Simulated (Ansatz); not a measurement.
# SiGe3Ru: one candidate of a structure search, part 2 of 2

The task: take a trial cell of SiGe3Ru to zero force and stress.

Ansatz 0.2.0; DFT PBE, scalar-relativistic, plane waves, PAW.

## (4) Another rough relaxation

The end of the coarse run is made exact in the group found at a tolerance of 0.06 Å and reduced to its primitive cell.

The input, input.yaml:

```yaml
crystal:
  lattice:
    - [3.4294719828, 0.0, 0.0]
    - [0.0, 3.4294719828, 0.0]
    - [0.0, 0.0, 7.7671946778]
  atoms:
    - { symbol: Si, position: [0.0, 0.0, 0.5] }
    - { symbol: Ge, position: [0.5, 0.5, 0.3216474055] }
    - { symbol: Ge, position: [0.5, 0.5, 0.6783525945] }
    - { symbol: Ge, position: [0.0, 0.0, 0.0] }
    - { symbol: Ru, position: [0.5, 0.5, 0.0] }
basis:
  ecutwfc: 420
kpoints:
  mp_grid: { grid: [6, 6, 2] }
hamiltonian:
  xc: pbe
scf:
  occupations: { method: gaussian, width: 0.1 }
  lower_state_search: "off"
output:
  forces: true
  stress: true
  eigenvalues: true
relax:
  adjacent_minimum: "off"
  f_tol: 0.04
  max_steps: 70
  cell: { stress_tol: 0.4 }
```

The run is started by

```
> ansatz run input.yaml --threads 1 --pin off --max-ram 2560MiB --backend cpu --events-out ev --progress --plain --runs-dir out
```

What it wrote, shortened:

```text
[...]
relax step   3: F+E_penalty+E_count = -19398.32739008 eV  Δ(F+E_penalty+E_count) = +7.362e-6 eV  max|allowed force component| = 3.833e-2 eV/Å  Δτ_max = 0.0000 Å  P = -0.162 GPa  Ω = 91.321 Å³  stress off target by 1.94e-1 GPa  SCF on the basis re-selected at this cell (its energy is not [...]
SCF converged after 6 iterations
Free energy (F): -19398.327390 eV
[...]
E sigma→0 (E₀):  -19398.315152 eV
Entropy (-TS):   -0.024476 eV (-4.895 meV/atom)
Fermi energy:    11.547619 eV
[...]
--- Forces (eV/Å), atoms counted from 1 ---
  atom   1  Si     0.00000000     0.00000000     0.00000000
  atom   2  Ge     0.00000000     0.00000000     0.03832775
  atom   3  Ge     0.00000000     0.00000000    -0.03832775
  atom   4  Ge     0.00000000     0.00000000     0.00000000
  atom   5  Ru    -0.00000000     0.00000000     0.00000000
[...]
        0.000000      -0.145868       0.000000
        0.000000       0.000000      -0.194201
  P = ⅓ Tr σ = -0.1620 GPa (-1.620 kbar)
--- Band table (eV; the first three rows and the last of 20) ---
[...]
--- Relaxed structure (2 steps of the walk, 2 accepted, 1 SCFs on fresh bases) ---
  F+E_penalty+E_count = -19398.32739008 eV   max|allowed force component| = 3.833e-2 eV/Å   (the final SCF, on the basis selected at the relaxed cell)
  cell:  # Å, volume = 91.3213 Å³
    - [3.4366316961238925, 0.0, 0.0]
    - [0.0, 3.4366316961238925, 0.0]
    - [0.0, 0.0, 7.732256511205198]
  atoms:
    - { symbol: Si, position: [1.5443506678659954e-35, -1.4039551526054502e-36, 0.5] }
    - { symbol: Ge, position: [0.5000000000000001, 0.5000000000000001, 0.3252971529918952] }
    - { symbol: Ge, position: [0.5000000000000001, 0.5000000000000001, 0.6747028470081049] }
    - { symbol: Ge, position: [-1.2635596373449054e-35, 2.1059327289081756e-36, -8.933590815921996e-20] }
    - { symbol: Ru, position: [0.5000000000000001, 0.5000000000000001, -8.933590815921996e-20] }
```

It took 28 s on 1 thread of Intel Xeon at 2.50GHz (Skylake/Cascade Lake), shared host; peak memory 0.42 GiB.

## (5) Spin check on a coarse mesh

The input, input.yaml:

```yaml
crystal:
  lattice:
    - [3.4366316961, 0.0, 0.0]
    - [0.0, 3.4366316961, 0.0]
    - [0.0, 0.0, 7.7322565112]
  atoms:
    - { symbol: Si, position: [0.0, 0.0, 0.5] }
    - { symbol: Ge, position: [0.5, 0.5, 0.325297153] }
    - { symbol: Ge, position: [0.5, 0.5, 0.674702847] }
    - { symbol: Ge, position: [0.0, 0.0, 0.0] }
    - { symbol: Ru, position: [0.5, 0.5, 0.0], spin: 1.0 }
basis:
  ecutwfc: 420
kpoints:
  mp_grid: { grid: [6, 6, 2] }
hamiltonian:
  xc: pbe
scf:
  occupations: { method: gaussian, width: 0.1 }
  lower_state_search: "off"
output:
  forces: true
  stress: true
  eigenvalues: true
  populations: true
magnetization:
  spin_polarized: true
```

The run is started by

```
> ansatz run input.yaml --threads 1 --pin off --max-ram 2560MiB --backend cpu --events-out ev --progress --plain --runs-dir out
```

What it wrote, shortened:

```text
[...]
SCF converged after 18 iterations
Magnetization: 0.2790 μB (31.1395 up, 30.8605 down)
Absolute magnetization: 0.2910 μB (∫|ρ↑−ρ↓|, with the PAW one-centre terms)
Spin contamination: 0.0258 ħ² per cell (⟨S²⟩ above its minimum at these occupations)
Per-site moments (μB) at R_I (Å): [(0.0012433484206581195, 1.1468692134229386), (0.0036623731483608753, 1.0375534246106175), (0.003662373148360875, 1.0375534246106175), (0.008646820825823869, 1.0024020504105864), (0.20892647377029844, 1.0024020504105864)]
Free energy (F): -19398.329188 eV
[...]
E sigma→0 (E₀):  -19398.320495 eV
Entropy (-TS):   -0.017387 eV (-3.477 meV/atom)
Fermi energy:    11.547606 eV
[...]
--- Forces (eV/Å), atoms counted from 1 ---
  atom   1  Si    -0.00000000     0.00000000     0.00000000
  atom   2  Ge    -0.00000000     0.00000000     0.02788717
  atom   3  Ge     0.00000000     0.00000000    -0.02788717
  atom   4  Ge     0.00000000     0.00000000     0.00000000
  atom   5  Ru     0.00000000    -0.00000000    -0.00000000
[...]
--- Stress (GPa, compression-positive) ---
       -0.140348       0.000000       0.000000
        0.000000      -0.140348       0.000000
        0.000000       0.000000       0.018207
  P = ⅓ Tr σ = -0.0875 GPa (-0.875 kbar)
--- Band table (eV; the first three rows and the last of 40) ---
[...]
--- Löwdin populations: 5 sites ---
  site symbol       q [e]    m [muB]
     0     Si      4.0198     0.0011
     1     Ge     13.9459     0.0081
     2     Ge     13.9459     0.0081
     3     Ge     13.8663     0.0221
     4     Ru     16.0311     0.2377
  spilling = 0.003080 (of n_electrons = 62.000000)
```

Run time: 35 s. Hardware: 1 thread of Intel Xeon at 2.50GHz (Skylake/Cascade Lake), shared host; peak memory 0.45 GiB.

By site:

```csv
atom,moment in the atom's sphere (μB),Löwdin electrons
Si1,0.00,4.02
Ge2,0.00,13.95
Ge3,0.00,13.95
Ge4,0.01,13.87
Ru5,0.21,16.03
```

The Löwdin counts miss 0.19 of the 62 electrons, which the atomic orbitals do not span, so they are no charges.

The same cell is solved with trial moments on Ru. The largest site moment that stays is 0.21 μB and the cell's total 0.28 μB. The workflow keeps spin only above 0.25 μB on a site, so the next run goes without spin.

## (6) Relaxation on the finer mesh

The end of the coarse run is made exact in the group found at a tolerance of 0.06 Å and reduced to its primitive cell.

The input, input.yaml:

```yaml
crystal:
  lattice:
    - [3.4366316961, 0.0, 0.0]
    - [0.0, 3.4366316961, 0.0]
    - [0.0, 0.0, 7.7322565112]
  atoms:
    - { symbol: Si, position: [0.0, 0.0, 0.5] }
    - { symbol: Ge, position: [0.5, 0.5, 0.325297153] }
    - { symbol: Ge, position: [0.5, 0.5, 0.674702847] }
    - { symbol: Ge, position: [0.0, 0.0, 0.0] }
    - { symbol: Ru, position: [0.5, 0.5, 0.0] }
basis:
  ecutwfc: 420
kpoints:
  mp_grid: { grid: [12, 12, 6] }
hamiltonian:
  xc: pbe
scf:
  occupations: { method: gaussian, width: 0.1 }
output:
  forces: true
  stress: true
  eigenvalues: true
  write_density: true
  write_potential: true
  elf: true
  volumetric_format: npy
relax:
  adjacent_minimum: "off"
  f_tol: 0.01
  max_steps: 80
  cell: { stress_tol: 0.05 }
```

The run is started by

```
> ansatz run input.yaml --threads 1 --pin off --max-ram 2560MiB --backend cpu --events-out ev --progress --plain --runs-dir out
```

What it wrote, shortened:

```text
Warning: RAYON_NUM_THREADS=1 ignored (pool sized by the plan → 1); use --threads N
[...]
[... 5 set-up lines as earlier in the session ...]
[...]
Crystal: 5 atoms, lattice volume = 91.321 Å³
Basis set: ecut = 420 eV, 1781 PW (Γ), exchange–correlation on 48×48×108 points (8 copies of the dense FFT grid, shifted against one another)
Bands: 38, of which v1, the nominal top of the filled ones, is band 31 counted from 1 (30 counted from 0)
[... 1 set-up line as earlier in the session ...]
Space group: P4/mmm (ITA 123), of the structure as read, at distance tolerance 4.5e-5 Å
k-points: 112 of 864
[...]
        0.000000      -0.000000      -0.014550
  P = ⅓ Tr σ = 0.0033 GPa (0.033 kbar)
--- Band table (eV; the first three rows and the last of 112) ---
[...]
--- Relaxed structure (3 steps of the walk, 3 accepted, 1 SCFs on fresh bases) ---
  F+E_penalty+E_count = -19398.32392149 eV   max|allowed force component| = 2.498e-3 eV/Å   (the final SCF, on the basis selected at the relaxed cell)
  cell:  # Å, volume = 90.7942 Å³
    - [3.4339735586066213, -3.6744251676491174e-34, -1.469770067059647e-33]
    - [-3.6744251676491174e-34, 3.4339735586066213, 8.083735368828058e-34]
    - [-3.306912167482414e-33, 1.8188016921153276e-33, 7.69952943512083]
  atoms:
    - { symbol: Si, position: [-1.0148712655539305e-34, 2.865106799734652e-34, 0.49999999999999994] }
    - { symbol: Ge, position: [0.49999999999999994, 0.49999999999999994, 0.3256368490351031] }
    - { symbol: Ge, position: [0.49999999999999994, 0.49999999999999994, 0.6743631509648969] }
    - { symbol: Ge, position: [2.2928735192864265e-34, 5.866814045911421e-36, 0.0] }
    - { symbol: Ru, position: [0.49999999999999994, 0.49999999999999994, -9.340400542831027e-36] }
```

It took 3.2 min on 1 thread of Intel Xeon at 2.50GHz (Skylake/Cascade Lake), shared host; peak memory 0.6 GiB.

Step by step:

```
step  energy from step 1 (eV/cell)  largest force component (eV/Å)  pressure (GPa)  volume (Å³)
   1                        0.0000                          0.0156           -0.54        91.32
   2                       -0.0014                          0.0062            0.12        90.69
   3                       -0.0014                          0.0025            0.00        90.79
   4                       -0.0013                          0.0025            0.00        90.79
```

Step 1 is the start. Step 4 repeats the geometry before it on a plane-wave basis chosen anew for that cell, so its energy need not be comparable with the rows above.

|  | before | after | change |
| --- | --- | --- | --- |
| a (Å) | 3.437 | 3.434 | -0.1 % |
| b (Å) | 3.437 | 3.434 | -0.1 % |
| c (Å) | 7.732 | 7.700 | -0.4 % |
| volume (Å³/atom) | 18.26 | 18.16 | -0.6 % |
| shortest distance (Å) | 2.430 | 2.428 | -0.1 % |
| space group (0.01 Å) | P4/mmm | P4/mmm | same |

Forces and stress were held to the start's 16 operations: a distortion of lower symmetry was not tested.

Density in a lattice plane of the grid's cell (edges 3.43 and 7.70 Å, at 0.500 of the third edge), which holds Ge and Ru.

Ten even steps from ' ' (0.07 e/Å³) to '@' (36.40 e/Å³):
```
        ..::..      
                    
                    
                    
                    
        --@@--      
        --@@--      
                    
                    
                    
                    
                    
        --@@--      
        --@@--      
                    
                    
                    
                    
        ..::..      
        ::::::      
```
Columns run along the first of these edges and rows up along the second, over one cell in 10 and 20 even steps from the bottom left corner. Atoms in the plane (fractional): Ge at (0.50, 0.33), Ge at (0.50, 0.67), Ru at (0.50, 1.00).

ELF in the same plane.

Ten even steps from ' ' (0.03) to '@' (0.68):
```
------##@@%%@@##----
::::--==******==--::
..::--==========--::
  ..++##########++..
  ::++**==--==**++::
..--++==      ==++--
::==++==      ==++==
::--++++--::--++++--
..::==++++++++++==::
..::--==++**++==--::
..::==++++++++++==::
::--++++--::--++++--
::==++==      ==++==
..--++==      ==++--
  ::++**==--==**++::
  ..++##########++..
..::--==========--::
::::--==******==--::
------##@@%%@@##----
------%%%%..%%%%----
```
Columns run along the first of these edges and rows up along the second, over one cell in 10 and 20 even steps from the bottom left corner. Atoms in the plane (fractional): Ge at (0.50, 0.33), Ge at (0.50, 0.67), Ru at (0.50, 1.00).

Both are smooth fields of the valence electrons: close to the nuclei they are not physical.

Maxima of ELF outside the ion cores: 0.78 on the Si–Ge line, 1.0 Å from Si; 0.78 in the shell around Si, 0.9 Å from Si; 0.51 beside Ge, off the lines to its neighbours, 1.2 Å from Ge.

## (7) Changed: xc r2scan

The input, input.yaml:

```yaml
crystal:
  lattice:
    - [3.4339735586, 0.0, 0.0]
    - [0.0, 3.4339735586, 0.0]
    - [0.0, 0.0, 7.6995294351]
  atoms:
    - { symbol: Si, position: [0.0, 0.0, 0.5] }
    - { symbol: Ge, position: [0.5, 0.5, 0.325636849] }
    - { symbol: Ge, position: [0.5, 0.5, 0.674363151] }
    - { symbol: Ge, position: [0.0, 0.0, 0.0] }
    - { symbol: Ru, position: [0.5, 0.5, 0.0] }
basis:
  ecutwfc: 420
kpoints:
  mp_grid: { grid: [12, 12, 6] }
hamiltonian:
  xc: r2scan
scf:
  occupations: { method: gaussian, width: 0.1 }
output:
  forces: true
  eigenvalues: true
  stress: true
```

The run is started by

```
> ansatz run input.yaml --threads 1 --pin off --max-ram 2560MiB --backend cpu --events-out ev --progress --plain --runs-dir out
```

What it wrote, shortened:

```text
Warning: basis.ecutwfc = 420 eV is below the records' recommended 500 eV, and the density's cutoff is lower with it unless basis.ecutrho_ratio is high enough to keep the records' density cutoff: compare with a run at a higher cutoff
Warning: RAYON_NUM_THREADS=1 ignored (pool sized by the plan → 1); use --threads N
[...]
[... 1 set-up line as earlier in the session ...]
Pseudopotential: Si, paw, valence charge 4, recommended cutoff 500 eV (meta_gga), Si.paw.azcp
Pseudopotential: Ge, paw, valence charge 14, recommended cutoff 500 eV (meta_gga), Ge.paw.azcp
Pseudopotential: Ru, paw, valence charge 16, recommended cutoff 500 eV (meta_gga), Ru.paw.azcp
Functional definition: r2SCAN
[...]
Crystal: 5 atoms, lattice volume = 90.794 Å³
Basis set: ecut = 420 eV, 1773 PW (Γ), exchange–correlation on 96×96×216 points (64 copies of the dense FFT grid, shifted against one another)
Bands: 38, of which v1, the nominal top of the filled ones, is band 31 counted from 1 (30 counted from 0)
[... 2 set-up lines as earlier in the session ...]
k-points: 112 of 864
[...]
SCF iter   1: F=—  HF=-19436.847538 eV  |F-HF|=—  |Δ(HF+E_count)|=         —  Δρ=1.19e-2  dr2=2.56e-1  dr2_τ=2.49e-2  ethr=1.77e-3  ⟨swp⟩=5.7  Hψ=15881  notcnv=0
[...]
SCF iter   9: F=-19436.859517 eV  HF=-19436.859517 eV  |F-HF|=1.31e-8  |Δ(HF+E_count)|=   1.50e-7  Δρ=6.36e-6  dr2=3.93e-8  dr2_τ=1.35e-9  ethr=1.61e-10  ⟨swp⟩=7.7  Hψ=18875  notcnv=0
[...]
SCF converged after 9 iterations
Free energy (F): -19436.859517 eV
[...]
E sigma→0 (E₀):  -19436.854235 eV
Entropy (-TS):   -0.010565 eV (-2.113 meV/atom)
Fermi energy:    11.720414 eV
[...]
--- Forces (eV/Å), atoms counted from 1 ---
  atom   1  Si    -0.00000000     0.00000000     0.00000000
  atom   2  Ge     0.00000000     0.00000000     0.13095094
  atom   3  Ge     0.00000000     0.00000000    -0.13095094
  atom   4  Ge     0.00000000     0.00000000     0.00000000
  atom   5  Ru     0.00000000    -0.00000000     0.00000000
[...]
--- Stress (GPa, compression-positive) ---
       -2.572487       0.000000       0.000000
        0.000000      -2.572487       0.000000
        0.000000       0.000000      -2.884160
  P = ⅓ Tr σ = -2.6764 GPa (-26.764 kbar)
--- Band table (eV; the first three rows and the last of 112) ---
[...]
```

It took 79 s on 1 thread of Intel Xeon at 2.50GHz (Skylake/Cascade Lake), shared host; peak memory 0.69 GiB.

```csv
run,ending,energy change,pressure (GPa),gap (eV),force (eV/Å),cycles,time
step 6,converged,-,0.0,0.00,0.00,-,3.2 min
variant,converged,not comparable,-2.7,0.00,0.13,9,79 s
```

A change of functional puts the total energy on another scale; the pressure goes from 0.0 to -2.7 GPa and the largest force goes from 0.00 to 0.13 eV/Å. The cutoff is under what these potentials recommend, as the log warns, so basis error is mixed in.

## (8) Outcome

This closing draws on all 2 parts. Changes of volume or cell count from the first structure of part 1.

```
                              quantity                                                                      value
symmetry at the end (tolerance 0.05 Å)                                               space group P4/mmm (No. 123)
                     conventional cell  a = 3.434 Å, b = 3.434 Å, c = 7.700 Å, α = 90.00°, β = 90.00°, γ = 90.00°
                                volume                                                              18.16 Å³/atom
              energy over the elements                                                              +0.22 eV/atom
                       gap on the mesh                                                               none (metal)
```

In words: The space group P4/mmm (No. 123) is kept, and the volume per atom shrinks by 7.8 % from the first guess. The formation energy is positive, so the separate elements lie lower. No finished test with a distortion of lower symmetry is shown, so the end may be a saddle point. Other magnetic orders were not searched.
